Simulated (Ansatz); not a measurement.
**C₂H₆ClGa: how energies converge with the basis set**

An exercise on one series of results from a longer session: the logs are not shown, and one member is left open.

Computed with Ansatz 0.2.0, Gaussian basis. Level: one geometry, several basis sets.

Plan: PBE0-D4/def2-SVP; ωB97M-V/def2-SVP; PBE0-D4/def2-QZVPP; ωB97M-V/def2-QZVPP; the functionals' def2-TZVPP values are taken from earlier runs.

### Structure used throughout

The geometry comes from an earlier relaxation with PBE0-D4 in a triple-zeta def2 set; it is a stationary point, not always the lowest conformer.

SMILES `C[CH2][GaH][Cl]`, 10 atoms, charge 0, spin multiplicity 1.

Atoms are counted from 1 here; the program's logs count them from 0.

Bond lengths: C1–C2 1.524 Å, C1–H5 1.094 Å, C1–H6 1.093 Å, C1–H7 1.093 Å, C2–Ga3 1.962 Å, C2–H8 1.095 Å, C2–H9 1.095 Å, Ga3–Cl4 2.162 Å, Ga3–H10 1.563 Å. Angles: C2–C1–H5 111.5°, C2–C1–H6 111.9°, C2–C1–H7 111.9°, H5–C1–H6 107.2°, H5–C1–H7 107.2°, H6–C1–H7 107.0°, C1–C2–Ga3 115.3°, C1–C2–H8 111.3°, C1–C2–H9 111.3°, Ga3–C2–H8 106.5°, Ga3–C2–H9 106.5°, H8–C2–H9 105.2°, C2–Ga3–Cl4 115.3°, C2–Ga3–H10 130.6°, Cl4–Ga3–H10 114.1°.

As a file:

```xyz
10
C2H6ClGa
C     0.0064    0.8169    1.1338
C    -0.5659   -0.1991    0.1531
Ga    0.5979   -0.6530   -1.3604
Cl   -0.2233   -2.0793   -2.7626
H    -0.6926    1.0235    1.9492
H     0.2276    1.7711    0.6487
H     0.9368    0.4655    1.5872
H    -1.5112    0.1500   -0.2758
H    -0.8081   -1.1426    0.6538
H     2.0325   -0.1530   -1.7270
```

The first run:

The input, in.yaml:

```yaml
crystal:
  periodic: [false, false, false]
  atoms:
    - {symbol: C, position_ang: [0.006447, 0.816914, 1.133751]}
    - {symbol: C, position_ang: [-0.565881, -0.199063, 0.153117]}
    - {symbol: Ga, position_ang: [0.597884, -0.652969, -1.360441]}
    - {symbol: Cl, position_ang: [-0.223304, -2.079305, -2.762568]}
    - {symbol: H, position_ang: [-0.692634, 1.023485, 1.949240]}
    - {symbol: H, position_ang: [0.227608, 1.771119, 0.648744]}
    - {symbol: H, position_ang: [0.936773, 0.465513, 1.587181]}
    - {symbol: H, position_ang: [-1.511240, 0.149957, -0.275804]}
    - {symbol: H, position_ang: [-0.808145, -1.142615, 0.653795]}
    - {symbol: H, position_ang: [2.032481, -0.153025, -1.727015]}
basis:
  gaussian: {orbitals: def2-SVP}
hamiltonian: {xc: pbe0, dispersion: d4}
output: {orbitals: {seedname: orbitals}}
```

Among the steps run: PBE0-D4 in def2-SVP; ωB97M-V in def2-SVP; PBE0-D4 in def2-QZVPP; ωB97M-V in def2-QZVPP.

One of the session's tables, all rows but one given; the rest of the session is left out.

It belongs to the step «Density functionals: the series». 

| functional | basis | HOMO (eV) |
| --- | --- | --- |
| PBE0-D4 | def2-SVP | -7.73 |
| PBE0-D4 | def2-TZVPP | -7.81 |
| PBE0-D4 | def2-QZVPP | -7.84 |
| ωB97M-V | def2-SVP | -9.88 |
| ωB97M-V | def2-TZVPP | -9.99 |
| ωB97M-V | def2-QZVPP | ? |

Estimate the missing values for ωB97M-V, def2-QZVPP.

As computed: HOMO (eV): -10.02. In the column «HOMO (eV)» it is the lowest.
